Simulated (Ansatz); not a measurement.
# MoS2: the cost of one run

Method: DFT LDA, spin-orbit coupling, plane waves, PAW, and further levels as typed in the inputs, in Ansatz 0.2.0.

## 1. The system as given

The structure is trigonal, space group P-3m1 (No. 164). Conventional cell: a = 3.160 Å, b = 3.160 Å, c = 27.280 Å, α = 90.00°, β = 90.00°, γ = 120.00°. Around S (site symmetry 3m) lie 3 Mo at 2.40 Å. Around Mo (site symmetry 3m) lie 6 S at 2.40 Å.

Structure file:

```
S Mo
1.0
     3.16000    0.00000    0.00000
    -1.58000    2.73664    0.00000
     0.00000    0.00000   27.28000
S Mo
4 2
Direct
  0.66667 0.33333 0.32991
  0.66667 0.33333 0.44465
  0.33333 0.66667 0.55535
  0.33333 0.66667 0.67009
  0.33333 0.66667 0.38728
  0.66667 0.33333 0.61272
```

## 2. Single point: Mo2S4 sheet

The input, input.yaml:

```yaml
crystal:
  lattice:
    - [3.16, 0.0, 0.0]
    - [-1.58, 2.736640276, 0.0]
    - [0.0, 0.0, 27.28]
  atoms:
    - { symbol: S, position: [0.6666666667, 0.3333333333, 0.3299120235] }
    - { symbol: Mo, position: [0.3333333333, 0.6666666667, 0.3872800587] }
    - { symbol: S, position: [0.6666666667, 0.3333333333, 0.4446480938] }
    - { symbol: S, position: [0.3333333333, 0.6666666667, 0.5553519062] }
    - { symbol: Mo, position: [0.6666666667, 0.3333333333, 0.6127199413] }
    - { symbol: S, position: [0.3333333333, 0.6666666667, 0.6700879765] }
  periodic: [true, true, false]
scf:
  occupations: { method: gaussian, width: 0.01 }
  n_extra_bands: 8
output:
  eigenvalues: true
  eigenstates:
    kpoints:
      - [0.0, 0.0, 0.0]
      - [0.016667, 0.016667, 0.0]
      - [0.033333, 0.033333, 0.0]
      - [0.05, 0.05, 0.0]
      - [0.066667, 0.066667, 0.0]
      - [0.1, 0.1, 0.0]
      - [0.133333, 0.133333, 0.0]
      - [0.166667, 0.166667, 0.0]
      - [0.2, 0.2, 0.0]
      - [0.233333, 0.233333, 0.0]
      - [0.25, 0.25, 0.0]
      - [0.266667, 0.266667, 0.0]
      - [0.283333, 0.283333, 0.0]
      - [0.3, 0.3, 0.0]
      - [0.316667, 0.316667, 0.0]
      - [0.333333, 0.333333, 0.0]
      - [0.35, 0.35, 0.0]
      - [0.366667, 0.366667, 0.0]
      - [0.383333, 0.383333, 0.0]
      - [0.4, 0.4, 0.0]
      - [0.025, 0.0, 0.0]
      - [0.05, 0.0, 0.0]
      - [0.075, 0.0, 0.0]
      - [0.1, 0.0, 0.0]
      - [0.5, 0.0, 0.0]
    top_band: c8
    e_range: [-2.5, 3]
  write_density: true
  write_potential: true
  elf: true
  volumetric_format: npy
kpoints:
  mp_grid: { grid: [12, 12, 1] }
hamiltonian:
  xc: lda
  pseudopotentials: { kind: paw_fr }
magnetization:
  noncollinear: true
  spin_orbit: true
```

Started as:

```bash
$ ansatz run input.yaml --threads 4 --pin off --max-ram 14336MiB --backend cpu --events-out ev --progress --plain --runs-dir out
```

**Question.** How long does this run take on 4 threads of AMD EPYC 9R45 (Zen 5), shared host, and how much memory does it need?

About 31 s, with a peak of 1.9 GiB.
